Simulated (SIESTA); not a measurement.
# GeSb4Te4 under changes of volume

One of the cells (31.394 Å³/atom); the others are scaled copies at fixed shape and fractional positions:

```
Te Sb Ge
1.0
     4.33425    0.00000    0.00000
    -2.16712    3.75357    0.00000
     0.00000    0.00000   17.36732
Te Sb Ge
4 4 1
Direct
  0.00000 0.00000 0.31278
  0.00000 0.00000 0.68722
  0.66667 0.33333 0.09820
  0.33333 0.66667 0.90180
  0.33333 0.66667 0.21421
  0.66667 0.33333 0.78579
  0.66667 0.33333 0.45548
  0.33333 0.66667 0.54452
  0.00000 0.00000 0.00000
```

The cell comes from a database or a generator and needn't be the stable form of this composition.

- Program: SIESTA 5.4.2
- Functional: LDA
- Potentials or basis: PseudoDojo 0.4 standard (LDA files)
- Basis: DZP (energy shift 0.003 Ry; two zetas on semicore shells)
- Grid cutoff: 800 Ry
- Energy shift: 0.003 Ry
- k mesh: 5 × 5 × 2
- Occupations: fermi-dirac, width 0.05 eV
- Spin: no spin polarisation

```csv
volume (Å³/atom),energy over the lowest point (meV/atom),pressure (GPa),largest force (eV/Å)
29.510,0.64,0.8,0.396
30.138,0.00,-0.4,0.270
30.766,?,?,?
31.394,11.95,-2.5,0.096
32.022,23.61,-3.4,0.111
32.650,38.51,-4.2,0.209
33.278,56.32,-4.9,0.300
```

What does the run at 30.766 Å³/atom give?

Energy over the lowest point 3.94 meV/atom; pressure -1.5 GPa; largest force 0.154 eV/Å.

Worked out: A Birch-Murnaghan fit of order 3 (a polynomial in V^(-2/3)) to the other rows has its minimum at 29.90 Å³/atom with B0 = V·E''(V) = 58 GPa and B' = 4.4 at fixed shape and positions, which overstates the stiffness. It gives 3.94 meV/atom at 30.766 Å³/atom, against the run's 3.94, and -dE/dV = -1.5 GPa, against -1.5.

Energies are extrapolated to zero smearing.

Caveats: the basis of atomic orbitals isn't converged, which shifts pressures, moduli and gaps.
